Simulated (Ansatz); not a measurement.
# CH₃BrF₂OZr: how energies converge with the basis set

One table from this session's results is given with a row withheld; the runs are named, their logs left out.

Program: Ansatz 0.2.0, Gaussian basis. Level of theory: one geometry, several basis sets. These are calculated values, not measurements.

The runs, in order: PBE0-D4/def2-SVP; ωB97M-V/def2-SVP; PBE0-D4/def2-QZVPP; ωB97M-V/def2-QZVPP; the functionals' def2-TZVPP values are taken from earlier runs.

### Structure used throughout

All runs share one geometry, relaxed beforehand with PBE0-D4 in a triple-zeta def2 set. Zr takes the def2 core potential; no spin-orbit term is included.

SMILES `C[O][Zr]([F])([F])[Br]`, 9 atoms, charge 0, spin multiplicity 1.

Atoms are counted from 1 here; the program's logs count them from 0.

Bond lengths: C1–O2 1.397 Å, C1–H7 1.093 Å, C1–H8 1.093 Å, C1–H9 1.093 Å, O2–Zr3 1.880 Å, Zr3–F4 1.900 Å, Zr3–F5 1.900 Å, Zr3–Br6 2.518 Å. Angles: O2–C1–H7 109.8°, O2–C1–H8 110.0°, O2–C1–H9 110.0°, H7–C1–H8 109.0°, H7–C1–H9 109.0°, H8–C1–H9 109.0°, C1–O2–Zr3 178.9°, O2–Zr3–F4 108.6°, O2–Zr3–F5 108.6°, O2–Zr3–Br6 108.8°, F4–Zr3–F5 109.4°, F4–Zr3–Br6 110.7°, F5–Zr3–Br6 110.7°.

The first run:

File in.yaml:

```yaml
crystal:
  periodic: [false, false, false]
  atoms:
    - {symbol: C, position_ang: [-1.365986, -0.931998, 0.446141]}
    - {symbol: O, position_ang: [-0.243502, -0.212329, 0.030318]}
    - {symbol: Zr, position_ang: [1.262547, 0.778000, -0.502237]}
    - {symbol: F, position_ang: [2.768243, -0.380001, -0.537467]}
    - {symbol: F, position_ang: [0.952514, 1.461730, -2.247436]}
    - {symbol: Br, position_ang: [1.623043, 2.655099, 1.137227]}
    - {symbol: H, position_ang: [-1.770737, -0.491778, 1.361096]}
    - {symbol: H, position_ang: [-1.091516, -1.971517, 0.642951]}
    - {symbol: H, position_ang: [-2.134588, -0.907196, -0.330583]}
basis:
  gaussian: {orbitals: def2-SVP}
hamiltonian: {xc: pbe0, dispersion: d4}
output: {orbitals: {seedname: orbitals}}
```

Command:

```
ansatz run in.yaml --threads 2 --pin off --events-out ev --progress --plain --max-ram 20480MiB --backend cpu
```

Among the steps run: PBE0-D4 in def2-SVP; ωB97M-V in def2-SVP; PBE0-D4 in def2-QZVPP; ωB97M-V in def2-QZVPP.

One table of the session follows, with a row left open; its other results are not shown here.

It belongs to the step «Density functionals: the series». 

| functional | basis | HOMO (eV) |
| --- | --- | --- |
| PBE0-D4 | def2-SVP | -8.56 |
| PBE0-D4 | def2-TZVPP | -8.64 |
| PBE0-D4 | def2-QZVPP | -8.64 |
| ωB97M-V | def2-SVP | ? |
| ωB97M-V | def2-TZVPP | -10.84 |
| ωB97M-V | def2-QZVPP | -10.85 |

Estimate the missing values for ωB97M-V, def2-SVP.

As computed: HOMO (eV): -10.74. In the column «HOMO (eV)» it lies between ωB97M-V, def2-TZVPP (-10.84) and PBE0-D4, def2-TZVPP (-8.64).
